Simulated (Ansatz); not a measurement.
# F− with C₂H₄: interaction against distance, part 2 of 3

Ansatz 0.2.0, Gaussian basis.

### Step 7. B moved by +0.08 Å, CCSD(T)/def2-TZVPPD

The inputs:

ab/in.yaml

```yaml
crystal:
  periodic: [false, false, false]
  atoms:
    - {symbol: F, position_ang: [0.024626, 0.843029, -2.637672]}
    - {symbol: C, position_ang: [0.401092, -0.089733, 1.039399]}
    - {symbol: C, position_ang: [-0.409037, -0.240268, -0.003771]}
    - {symbol: H, position_ang: [0.194792, -0.519474, 2.019930]}
    - {symbol: H, position_ang: [1.322592, 0.482030, 0.950765]}
    - {symbol: H, position_ang: [-0.215668, 0.194643, -1.024924]}
    - {symbol: H, position_ang: [-1.322755, -0.822935, 0.134069]}
basis:
  gaussian: {orbitals: "def2-TZVPPD.json"}
total_charge: -1
correlation: {method: ccsd_t}
```

a/in.yaml

```yaml
crystal:
  periodic: [false, false, false]
  atoms:
    - {symbol: F, position_ang: [0.024626, 0.843029, -2.637672]}
basis:
  gaussian:
    orbitals: "def2-TZVPPD.json"
    ghost_atoms:
      - {symbol: C, position_ang: [0.401092, -0.089733, 1.039399]}
      - {symbol: C, position_ang: [-0.409037, -0.240268, -0.003771]}
      - {symbol: H, position_ang: [0.194792, -0.519474, 2.019930]}
      - {symbol: H, position_ang: [1.322592, 0.482030, 0.950765]}
      - {symbol: H, position_ang: [-0.215668, 0.194643, -1.024924]}
      - {symbol: H, position_ang: [-1.322755, -0.822935, 0.134069]}
total_charge: -1
correlation: {method: ccsd_t}
```

b/in.yaml

```yaml
crystal:
  periodic: [false, false, false]
  atoms:
    - {symbol: C, position_ang: [0.401092, -0.089733, 1.039399]}
    - {symbol: C, position_ang: [-0.409037, -0.240268, -0.003771]}
    - {symbol: H, position_ang: [0.194792, -0.519474, 2.019930]}
    - {symbol: H, position_ang: [1.322592, 0.482030, 0.950765]}
    - {symbol: H, position_ang: [-0.215668, 0.194643, -1.024924]}
    - {symbol: H, position_ang: [-1.322755, -0.822935, 0.134069]}
basis:
  gaussian:
    orbitals: "def2-TZVPPD.json"
    ghost_atoms:
      - {symbol: F, position_ang: [0.024626, 0.843029, -2.637672]}
correlation: {method: ccsd_t}
```

Each run has its own folder and the same command.

Started as:

```console
$ ansatz run in.yaml --threads 2 --pin off --events-out ev --progress --plain --max-ram 5222MiB
```

Output in ab, cut to the lines that bear on the results:

```text
Functional definition: HF
  name "HF"
  cite "Fock, Z. Phys. 61, 126 (1930) doi:10.1007/BF01340294"
  parent pbe
[...]
1064 factors; integrals over basis functions are off by at most 1.3e-3 eV
[...]
mean field -4830.97891198 eV, -177.5352004603 hartree, gradient 1.2e-6 eV, S^2 0.000000; 0 other end points of the search recorded, 0 dependent functions left out
3 core orbitals not correlated: weight in the atoms' cores, before any rotation towards them, 1.000 or more for the frozen orbitals, at most 0.000 for the correlated occupied ones
reference -4830.97891198 eV, -177.5352004603 hartree; 10, 10 occupied and 169, 169 virtual orbitals, 1064 factors
second order -17.02965199 eV of doubles, -0.00000000 eV of singles
cycle   1  -17.00580007 eV  change    2.4e-2 eV  update   1.1e-1
[...]
cycle  11  -17.54295051 eV  change   -8.4e-6 eV  update   1.8e-5
perturbative correction -0.68759320 eV, -0.0252685840 hartree
Total energy: -4849.20945569 eV, -178.2051605845 hartree
```

Log of a, cut to the lines that bear on the results:

```text
[... 4 set-up lines as earlier in the session ...]
[...]
1068 factors; integrals over basis functions are off by at most 1.3e-3 eV
[...]
mean field -2706.33215218 eV, -99.4558721748 hartree, gradient 2.0e-6 eV, S^2 0.000000; 0 other end points of the search recorded, 0 dependent functions left out
1 core orbitals not correlated: weight in the atoms' cores, before any rotation towards them, 1.000 or more for the frozen orbitals, at most 0.000 for the correlated occupied ones
reference -2706.33215218 eV, -99.4558721748 hartree; 4, 4 occupied and 177, 177 virtual orbitals, 1068 factors
second order -7.83983236 eV of doubles, -0.00000000 eV of singles
cycle   1  -7.43986077 eV  change    4.0e-1 eV  update   9.8e-2
[...]
cycle  14  -7.68511852 eV  change   -5.7e-6 eV  update   3.3e-6
perturbative correction -0.26134143 eV, -0.0096041203 hartree
Total energy: -2714.27861213 eV, -99.7478991915 hartree
```

b printed, cut to the lines that bear on the results:

```text
[... 4 set-up lines as earlier in the session ...]
[...]
1059 factors; integrals over basis functions are off by at most 1.3e-3 eV
[...]
mean field -2124.22462467 eV, -78.0638151053 hartree, gradient 1.9e-6 eV, S^2 0.000000; 0 other end points of the search recorded, 0 dependent functions left out
2 core orbitals not correlated: weight in the atoms' cores, before any rotation towards them, 1.000 or more for the frozen orbitals, at most 0.000 for the correlated occupied ones
reference -2124.22462467 eV, -78.0638151053 hartree; 6, 6 occupied and 174, 174 virtual orbitals, 1059 factors
second order -9.14836303 eV of doubles, -0.00000000 eV of singles
cycle   1  -9.50938988 eV  change   -3.6e-1 eV  update   6.4e-2
[...]
cycle   8  -9.81752610 eV  change   -1.3e-5 eV  update   1.1e-5
perturbative correction -0.41335208 eV, -0.0151904087 hartree
Total energy: -2134.45550284 eV, -78.4397929435 hartree
```

Times: 34 s (ab), 15 s (a), 18 s (b) on 2 threads of Intel Xeon Platinum 8259CL at 2.50GHz, shared host; peak memory 1.9 GiB.

ab − a − b = -10.96 kcal/mol.

### Step 8. B moved by +0.20 Å, wB97M-V/def2-TZVPPD

ab/in.yaml

```yaml
crystal:
  periodic: [false, false, false]
  atoms:
    - {symbol: F, position_ang: [0.024626, 0.843029, -2.637672]}
    - {symbol: C, position_ang: [0.400051, -0.125365, 1.150885]}
    - {symbol: C, position_ang: [-0.410077, -0.275900, 0.107714]}
    - {symbol: H, position_ang: [0.193751, -0.555106, 2.131416]}
    - {symbol: H, position_ang: [1.321551, 0.446397, 1.062251]}
    - {symbol: H, position_ang: [-0.216708, 0.159011, -0.913438]}
    - {symbol: H, position_ang: [-1.323795, -0.858567, 0.245555]}
basis:
  gaussian: {orbitals: "def2-TZVPPD.json"}
total_charge: -1
hamiltonian: {xc: {name: wB97M-V}}
```

a/in.yaml

```yaml
crystal:
  periodic: [false, false, false]
  atoms:
    - {symbol: F, position_ang: [0.024626, 0.843029, -2.637672]}
basis:
  gaussian:
    orbitals: "def2-TZVPPD.json"
    ghost_atoms:
      - {symbol: C, position_ang: [0.400051, -0.125365, 1.150885]}
      - {symbol: C, position_ang: [-0.410077, -0.275900, 0.107714]}
      - {symbol: H, position_ang: [0.193751, -0.555106, 2.131416]}
      - {symbol: H, position_ang: [1.321551, 0.446397, 1.062251]}
      - {symbol: H, position_ang: [-0.216708, 0.159011, -0.913438]}
      - {symbol: H, position_ang: [-1.323795, -0.858567, 0.245555]}
total_charge: -1
hamiltonian: {xc: {name: wB97M-V}}
```

b/in.yaml

```yaml
crystal:
  periodic: [false, false, false]
  atoms:
    - {symbol: C, position_ang: [0.400051, -0.125365, 1.150885]}
    - {symbol: C, position_ang: [-0.410077, -0.275900, 0.107714]}
    - {symbol: H, position_ang: [0.193751, -0.555106, 2.131416]}
    - {symbol: H, position_ang: [1.321551, 0.446397, 1.062251]}
    - {symbol: H, position_ang: [-0.216708, 0.159011, -0.913438]}
    - {symbol: H, position_ang: [-1.323795, -0.858567, 0.245555]}
basis:
  gaussian:
    orbitals: "def2-TZVPPD.json"
    ghost_atoms:
      - {symbol: F, position_ang: [0.024626, 0.843029, -2.637672]}
hamiltonian: {xc: {name: wB97M-V}}
```

One command serves all of them, each in its own folder.

Started as:

```console
$ ansatz run in.yaml --threads 2 --pin off --events-out ev --progress --plain --max-ram 5222MiB
```

Log of ab, cut to the lines that bear on the results:

```text
[... 5 set-up lines as earlier in the session ...]
  # Of w^i u^j: cxij and so on, Table III.
[...]
  gx(w, u) = 1 - cx + cx01*u + cx10*w
[...]
      + integral(e_c_pw_mod_opposite_spin*gos(b97_w_opposite, b97_u_opposite)) + vv10(b, c)
781 factors; their error is unknown
250 factors; integrals over basis functions are off by at most 2.7e-5 eV
[...]
mean field -4855.99683056 eV, -178.4545920100 hartree, gradient 3.8e-5 eV, S^2 0.000000; 0 other end points of the search recorded, 0 dependent functions left out
reference -4855.99688115 eV, -178.4545938695 hartree; 13, 13 occupied and 169, 169 virtual orbitals, 781 factors
Total energy: -4855.99688115 eV, -178.4545938695 hartree
```

Output in a, cut to the lines that bear on the results:

```text
[... 5 set-up lines as earlier in the session ...]
  # Of w^i u^j: cxij and so on, Table III.
[...]
  gx(w, u) = 1 - cx + cx01*u + cx10*w
[...]
      + integral(e_c_pw_mod_opposite_spin*gos(b97_w_opposite, b97_u_opposite)) + vv10(b, c)
717 factors; their error is unknown
248 factors; integrals over basis functions are off by at most 3.5e-5 eV
[...]
mean field -2717.60298437 eV, -99.8700676182 hartree, gradient 5.2e-5 eV, S^2 0.000000; 0 other end points of the search recorded, 0 dependent functions left out
reference -2717.60303650 eV, -99.8700695338 hartree; 5, 5 occupied and 177, 177 virtual orbitals, 717 factors
Total energy: -2717.60303650 eV, -99.8700695338 hartree
```

Log of b, cut to the lines that bear on the results:

```text
[... 5 set-up lines as earlier in the session ...]
  # Of w^i u^j: cxij and so on, Table III.
[...]
  gx(w, u) = 1 - cx + cx01*u + cx10*w
[...]
      + integral(e_c_pw_mod_opposite_spin*gos(b97_w_opposite, b97_u_opposite)) + vv10(b, c)
776 factors; their error is unknown
249 factors; integrals over basis functions are off by at most 3.4e-5 eV
[...]
mean field -2137.89868692 eV, -78.5663276247 hartree, gradient 3.5e-5 eV, S^2 0.000000; 0 other end points of the search recorded, 0 dependent functions left out
reference -2137.89872921 eV, -78.5663291785 hartree; 8, 8 occupied and 174, 174 virtual orbitals, 776 factors
Total energy: -2137.89872921 eV, -78.5663291785 hartree
```

Wall times: 6 s (ab), 4.8 s (a), 4.5 s (b) on 2 threads of Intel Xeon Platinum 8259CL at 2.50GHz, shared host.

Interaction: -11.42 kcal/mol.

### Step 9. B moved by +0.20 Å, CCSD(T)/def2-TZVPPD

Each input of step 8 (ab, a, b) changes in the same lines:

```diff
-hamiltonian: {xc: {name: wB97M-V}}
+correlation: {method: ccsd_t}
```

The same command starts each run, in its folder.

Started as:

```console
$ ansatz run in.yaml --threads 2 --pin off --events-out ev --progress --plain --max-ram 5222MiB
```

Output in ab, cut to the lines that bear on the results:

```text
[... 4 set-up lines as earlier in the session ...]
[...]
1064 factors; integrals over basis functions are off by at most 1.0e-3 eV
[...]
mean field -4830.97668586 eV, -177.5351186516 hartree, gradient 2.0e-6 eV, S^2 0.000000; 0 other end points of the search recorded, 0 dependent functions left out
3 core orbitals not correlated: weight in the atoms' cores, before any rotation towards them, 1.000 or more for the frozen orbitals, at most 0.000 for the correlated occupied ones
reference -4830.97668586 eV, -177.5351186516 hartree; 10, 10 occupied and 169, 169 virtual orbitals, 1064 factors
second order -17.01538175 eV of doubles, -0.00000000 eV of singles
cycle   1  -16.99038259 eV  change    2.5e-2 eV  update   1.1e-1
[...]
cycle  11  -17.53039981 eV  change   -1.2e-5 eV  update   1.9e-5
perturbative correction -0.68532365 eV, -0.0251851797 hartree
Total energy: -4849.19240932 eV, -178.2045341417 hartree
```

Output in a, cut to the lines that bear on the results:

```text
[... 4 set-up lines as earlier in the session ...]
[...]
1068 factors; integrals over basis functions are off by at most 1.0e-3 eV
[...]
mean field -2706.33204714 eV, -99.4558683146 hartree, gradient 2.0e-6 eV, S^2 0.000000; 0 other end points of the search recorded, 0 dependent functions left out
1 core orbitals not correlated: weight in the atoms' cores, before any rotation towards them, 1.000 or more for the frozen orbitals, at most 0.000 for the correlated occupied ones
reference -2706.33204714 eV, -99.4558683146 hartree; 4, 4 occupied and 177, 177 virtual orbitals, 1068 factors
second order -7.83550967 eV of doubles, -0.00000000 eV of singles
cycle   1  -7.43608192 eV  change    4.0e-1 eV  update   9.8e-2
[...]
cycle  14  -7.68117466 eV  change   -5.8e-6 eV  update   3.4e-6
perturbative correction -0.26089730 eV, -0.0095877989 hartree
Total energy: -2714.27411910 eV, -99.7477340758 hartree
```

b printed, cut to the lines that bear on the results:

```text
[... 4 set-up lines as earlier in the session ...]
[...]
1059 factors; integrals over basis functions are off by at most 1.0e-3 eV
[...]
mean field -2124.22457266 eV, -78.0638131943 hartree, gradient 1.9e-6 eV, S^2 0.000000; 0 other end points of the search recorded, 0 dependent functions left out
2 core orbitals not correlated: weight in the atoms' cores, before any rotation towards them, 1.000 or more for the frozen orbitals, at most 0.000 for the correlated occupied ones
reference -2124.22457266 eV, -78.0638131943 hartree; 6, 6 occupied and 174, 174 virtual orbitals, 1059 factors
second order -9.14794526 eV of doubles, -0.00000000 eV of singles
cycle   1  -9.50907720 eV  change   -3.6e-1 eV  update   6.4e-2
[...]
cycle   8  -9.81720934 eV  change   -1.3e-5 eV  update   1.1e-5
perturbative correction -0.41331382 eV, -0.0151890026 hartree
Total energy: -2134.45509582 eV, -78.4397779857 hartree
```

They took 32 s (ab), 15 s (a), 18 s (b) on 2 threads of Intel Xeon Platinum 8259CL at 2.50GHz, shared host; peak memory 1.9 GiB.

ab − a − b = -10.68 kcal/mol.

### Step 10. B moved by +0.42 Å, wB97M-V/def2-TZVPPD

ab/in.yaml

```yaml
crystal:
  periodic: [false, false, false]
  atoms:
    - {symbol: F, position_ang: [0.024626, 0.843029, -2.637672]}
    - {symbol: C, position_ang: [0.398119, -0.191539, 1.357930]}
    - {symbol: C, position_ang: [-0.412009, -0.342074, 0.314759]}
    - {symbol: H, position_ang: [0.191819, -0.621280, 2.338461]}
    - {symbol: H, position_ang: [1.319620, 0.380224, 1.269296]}
    - {symbol: H, position_ang: [-0.218640, 0.092837, -0.706393]}
    - {symbol: H, position_ang: [-1.325727, -0.924740, 0.452600]}
basis:
  gaussian: {orbitals: "def2-TZVPPD.json"}
total_charge: -1
hamiltonian: {xc: {name: wB97M-V}}
```

a/in.yaml

```yaml
crystal:
  periodic: [false, false, false]
  atoms:
    - {symbol: F, position_ang: [0.024626, 0.843029, -2.637672]}
basis:
  gaussian:
    orbitals: "def2-TZVPPD.json"
    ghost_atoms:
      - {symbol: C, position_ang: [0.398119, -0.191539, 1.357930]}
      - {symbol: C, position_ang: [-0.412009, -0.342074, 0.314759]}
      - {symbol: H, position_ang: [0.191819, -0.621280, 2.338461]}
      - {symbol: H, position_ang: [1.319620, 0.380224, 1.269296]}
      - {symbol: H, position_ang: [-0.218640, 0.092837, -0.706393]}
      - {symbol: H, position_ang: [-1.325727, -0.924740, 0.452600]}
total_charge: -1
hamiltonian: {xc: {name: wB97M-V}}
```

b/in.yaml

```yaml
crystal:
  periodic: [false, false, false]
  atoms:
    - {symbol: C, position_ang: [0.398119, -0.191539, 1.357930]}
    - {symbol: C, position_ang: [-0.412009, -0.342074, 0.314759]}
    - {symbol: H, position_ang: [0.191819, -0.621280, 2.338461]}
    - {symbol: H, position_ang: [1.319620, 0.380224, 1.269296]}
    - {symbol: H, position_ang: [-0.218640, 0.092837, -0.706393]}
    - {symbol: H, position_ang: [-1.325727, -0.924740, 0.452600]}
basis:
  gaussian:
    orbitals: "def2-TZVPPD.json"
    ghost_atoms:
      - {symbol: F, position_ang: [0.024626, 0.843029, -2.637672]}
hamiltonian: {xc: {name: wB97M-V}}
```

One command serves all of them, each in its own folder.

Started as:

```console
$ ansatz run in.yaml --threads 2 --pin off --events-out ev --progress --plain --max-ram 5222MiB
```

Output in ab, cut to the lines that bear on the results:

```text
[... 5 set-up lines as earlier in the session ...]
  # Of w^i u^j: cxij and so on, Table III.
[...]
  gx(w, u) = 1 - cx + cx01*u + cx10*w
[...]
      + integral(e_c_pw_mod_opposite_spin*gos(b97_w_opposite, b97_u_opposite)) + vv10(b, c)
781 factors; their error is unknown
250 factors; integrals over basis functions are off by at most 2.8e-5 eV
[...]
mean field -4855.93734826 eV, -178.4524060761 hartree, gradient 8.5e-6 eV, S^2 0.000000; 0 other end points of the search recorded, 0 dependent functions left out
reference -4855.93739919 eV, -178.4524079478 hartree; 13, 13 occupied and 169, 169 virtual orbitals, 781 factors
Total energy: -4855.93739919 eV, -178.4524079478 hartree
```

a printed, cut to the lines that bear on the results:

```text
[... 5 set-up lines as earlier in the session ...]
  # Of w^i u^j: cxij and so on, Table III.
[...]
  gx(w, u) = 1 - cx + cx01*u + cx10*w
[...]
      + integral(e_c_pw_mod_opposite_spin*gos(b97_w_opposite, b97_u_opposite)) + vv10(b, c)
717 factors; their error is unknown
248 factors; integrals over basis functions are off by at most 3.6e-5 eV
[...]
mean field -2717.60284617 eV, -99.8700625395 hartree, gradient 1.6e-5 eV, S^2 0.000000; 0 other end points of the search recorded, 0 dependent functions left out
reference -2717.60289790 eV, -99.8700644406 hartree; 5, 5 occupied and 177, 177 virtual orbitals, 717 factors
Total energy: -2717.60289790 eV, -99.8700644406 hartree
```

Output in b, cut to the lines that bear on the results:

```text
[... 5 set-up lines as earlier in the session ...]
  # Of w^i u^j: cxij and so on, Table III.
[...]
  gx(w, u) = 1 - cx + cx01*u + cx10*w
[...]
      + integral(e_c_pw_mod_opposite_spin*gos(b97_w_opposite, b97_u_opposite)) + vv10(b, c)
776 factors; their error is unknown
249 factors; integrals over basis functions are off by at most 3.6e-5 eV
[...]
mean field -2137.89862091 eV, -78.5663251987 hartree, gradient 3.9e-5 eV, S^2 0.000000; 0 other end points of the search recorded, 0 dependent functions left out
reference -2137.89866290 eV, -78.5663267417 hartree; 8, 8 occupied and 174, 174 virtual orbitals, 776 factors
Total energy: -2137.89866290 eV, -78.5663267417 hartree
```

Times: 6 s (ab), 5.5 s (a), 5 s (b) on 2 threads of Intel Xeon Platinum 8259CL at 2.50GHz, shared host.

Interaction: -10.05 kcal/mol.

### Step 11. B moved by +0.42 Å, CCSD(T)/def2-TZVPPD

The same edit goes into each in.yaml of step 10 (ab, a, b):

```diff
-hamiltonian: {xc: {name: wB97M-V}}
+correlation: {method: ccsd_t}
```

The same command starts each run, in its folder.

Started as:

```console
$ ansatz run in.yaml --threads 2 --pin off --events-out ev --progress --plain --max-ram 5222MiB
```

Output in ab, cut to the lines that bear on the results:

```text
[... 4 set-up lines as earlier in the session ...]
[...]
1064 factors; integrals over basis functions are off by at most 1.0e-3 eV
[...]
mean field -4830.93984185 eV, -177.5337646595 hartree, gradient 1.6e-6 eV, S^2 0.000000; 0 other end points of the search recorded, 0 dependent functions left out
3 core orbitals not correlated: weight in the atoms' cores, before any rotation towards them, 1.000 or more for the frozen orbitals, at most 0.000 for the correlated occupied ones
reference -4830.93984185 eV, -177.5337646595 hartree; 10, 10 occupied and 169, 169 virtual orbitals, 1064 factors
second order -16.99632248 eV of doubles, -0.00000000 eV of singles
cycle   1  -16.96910306 eV  change    2.7e-2 eV  update   1.1e-1
[...]
cycle  11  -17.51299720 eV  change   -1.7e-5 eV  update   2.1e-5
perturbative correction -0.68184479 eV, -0.0250573337 hartree
Total energy: -4849.13468384 eV, -178.2024127695 hartree
```

Output in a, cut to the lines that bear on the results:

```text
[... 4 set-up lines as earlier in the session ...]
[...]
1068 factors; integrals over basis functions are off by at most 9.6e-4 eV
[...]
mean field -2706.33183442 eV, -99.4558604972 hartree, gradient 2.3e-6 eV, S^2 0.000000; 0 other end points of the search recorded, 0 dependent functions left out
1 core orbitals not correlated: weight in the atoms' cores, before any rotation towards them, 1.000 or more for the frozen orbitals, at most 0.000 for the correlated occupied ones
reference -2706.33183442 eV, -99.4558604972 hartree; 4, 4 occupied and 177, 177 virtual orbitals, 1068 factors
second order -7.82946599 eV of doubles, -0.00000000 eV of singles
cycle   1  -7.43077635 eV  change    4.0e-1 eV  update   9.8e-2
[...]
cycle  14  -7.67562634 eV  change   -5.8e-6 eV  update   3.5e-6
perturbative correction -0.26026175 eV, -0.0095644431 hartree
Total energy: -2714.26772251 eV, -99.7474990054 hartree
```

b printed, cut to the lines that bear on the results:

```text
[... 4 set-up lines as earlier in the session ...]
[...]
1059 factors; integrals over basis functions are off by at most 1.0e-3 eV
[...]
mean field -2124.22448865 eV, -78.0638101067 hartree, gradient 1.9e-6 eV, S^2 0.000000; 0 other end points of the search recorded, 0 dependent functions left out
2 core orbitals not correlated: weight in the atoms' cores, before any rotation towards them, 1.000 or more for the frozen orbitals, at most 0.000 for the correlated occupied ones
reference -2124.22448865 eV, -78.0638101067 hartree; 6, 6 occupied and 174, 174 virtual orbitals, 1059 factors
second order -9.14735091 eV of doubles, -0.00000000 eV of singles
cycle   1  -9.50861252 eV  change   -3.6e-1 eV  update   6.4e-2
[...]
cycle   8  -9.81674357 eV  change   -1.3e-5 eV  update   1.1e-5
perturbative correction -0.41325902 eV, -0.0151869889 hartree
Total energy: -2134.45449124 eV, -78.4397557678 hartree
```

Wall times: 33 s (ab), 17 s (a), 15 s (b) on 2 threads of Intel Xeon Platinum 8259CL at 2.50GHz, shared host; peak memory 1.9 GiB.

ab − a − b = -9.51 kcal/mol.

(Continued in part 3 of 3.)
